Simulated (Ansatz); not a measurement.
# C2H4O3Ti: one species, many methods

The task here is to estimate one member of a computed series from the others.

Method: functionals in def2-TZVPP, the program's frozen cores in correlated methods; program: Ansatz 0.2.0, Gaussian basis.

Plan: LDA (SPW92), PBE-D4, revPBE-D4, BLYP-D4, r2SCAN-D4, B97M-V, PBE0-D4, B3LYP-D4, r2SCANh-D4, r2SCAN0-D4, HSE06-D4, BHLYP-D4, CAM-B3LYP-D4, LC-ωPBE, ωB97X-V, ωB97M-V, B2PLYP, PBE-QIDH; CCSD(T)/def2-SVP; CCSD(T)/def2-TZVPP; MP2/def2-QZVPP; extrapolation to the limit; RPA on PBE.

### The relaxed structure

An earlier PBE0-D4 in a triple-zeta def2 set relaxation fixed the geometry.

SMILES `C#[C][Ti]([OH])([OH])[OH]`, 10 atoms, charge 0, spin multiplicity 1.

Atoms are counted from 1 here; the program's logs count them from 0.

Bond lengths: C1–C2 1.214 Å, C1–H7 1.067 Å, C2–Ti3 2.048 Å, Ti3–O4 1.783 Å, Ti3–O5 1.777 Å, Ti3–O6 1.788 Å, O4–H8 0.958 Å, O5–H9 0.956 Å, O6–H10 0.959 Å. Angles: C2–C1–H7 179.7°, C1–C2–Ti3 179.7°, C2–Ti3–O4 106.4°, C2–Ti3–O5 105.8°, C2–Ti3–O6 109.3°, O4–Ti3–O5 114.0°, O4–Ti3–O6 109.6°, O5–Ti3–O6 111.4°, Ti3–O4–H8 134.7°, Ti3–O5–H9 143.1°, Ti3–O6–H10 130.0°.

The first run:

in.yaml reads:

```yaml
crystal:
  periodic: [false, false, false]
  atoms:
    - {symbol: C, position_ang: [1.338719, -1.734457, -1.500814]}
    - {symbol: C, position_ang: [0.780825, -0.917685, -0.796731]}
    - {symbol: Ti, position_ang: [-0.165843, 0.453411, 0.394517]}
    - {symbol: O, position_ang: [-0.365243, -0.317659, 1.989310]}
    - {symbol: O, position_ang: [-1.697822, 0.828500, -0.423071]}
    - {symbol: O, position_ang: [0.861749, 1.907463, 0.556049]}
    - {symbol: H, position_ang: [1.833077, -2.449663, -2.118745]}
    - {symbol: H, position_ang: [-0.731487, -1.147869, 2.295642]}
    - {symbol: H, position_ang: [-2.625713, 0.600351, -0.450187]}
    - {symbol: H, position_ang: [0.854737, 2.726310, 0.057029]}
basis:
  gaussian: {orbitals: def2-TZVPP}
hamiltonian: {xc: lda}
output: {orbitals: {seedname: orbitals}}
```

Launch:

```bash
$ ansatz run in.yaml --threads 4 --pin off --events-out ev --progress --plain --max-ram 11315MiB
```

Steps of the session up to this table: LDA; PBE-D4 (GGA); revPBE-D4 (GGA); BLYP-D4 (GGA); r2SCAN-D4 (meta-GGA); B97M-V (meta-GGA); B3LYP-D4 (hybrid); r2SCANh-D4 (hybrid); r2SCAN0-D4 (hybrid); HSE06-D4 (hybrid); BHLYP-D4 (hybrid); CAM-B3LYP-D4 (range-separated); LC-ωPBE (range-separated); ωB97X-V (range-separated); ωB97M-V (range-separated); B2PLYP (double hybrid); PBE-QIDH (double hybrid).

One table of the session follows, with a row left open; its other results are not shown here.

It belongs to the step «Orbital energies across the functionals». 

| functional | HOMO (eV) | LUMO (eV) | gap (eV) |
| --- | --- | --- | --- |
| LDA (SPW92) | -6.76 | -3.07 | 3.69 |
| PBE-D4 | -6.55 | -2.83 | 3.72 |
| revPBE-D4 | -6.47 | -2.74 | 3.73 |
| BLYP-D4 | -6.38 | -2.74 | 3.64 |
| r2SCAN-D4 | -6.80 | -2.74 | 4.06 |
| B97M-V | -6.76 | -2.73 | 4.03 |
| PBE0-D4 | -7.78 | -1.88 | 5.90 |
| B3LYP-D4 | -7.53 | -2.16 | 5.37 |
| r2SCANh-D4 | ? | ? | ? |
| r2SCAN0-D4 | -7.96 | -1.81 | 6.15 |
| HSE06-D4 | -7.37 | -2.26 | 5.12 |
| BHLYP-D4 | -8.84 | -0.77 | 8.08 |
| CAM-B3LYP-D4 | -9.12 | -0.79 | 8.33 |
| LC-ωPBE | -10.54 | 0.39 | 10.93 |
| ωB97X-V | -10.13 | 0.35 | 10.48 |
| ωB97M-V | -10.02 | 0.32 | 10.33 |

Estimate the missing values for r2SCANh-D4.

Worked estimate for «HOMO (eV)». Against the share of exact exchange, r2SCAN-D4 (0, -6.80), r2SCAN0-D4 (0.25, -7.96) give a slope of -4.64 per unit share; at 0.1 the line stands at -7.26.

**Answer.** HOMO (eV): -7.26; LUMO (eV): -2.38; gap (eV): 4.89. In «HOMO (eV)» the line misses by 0.00.
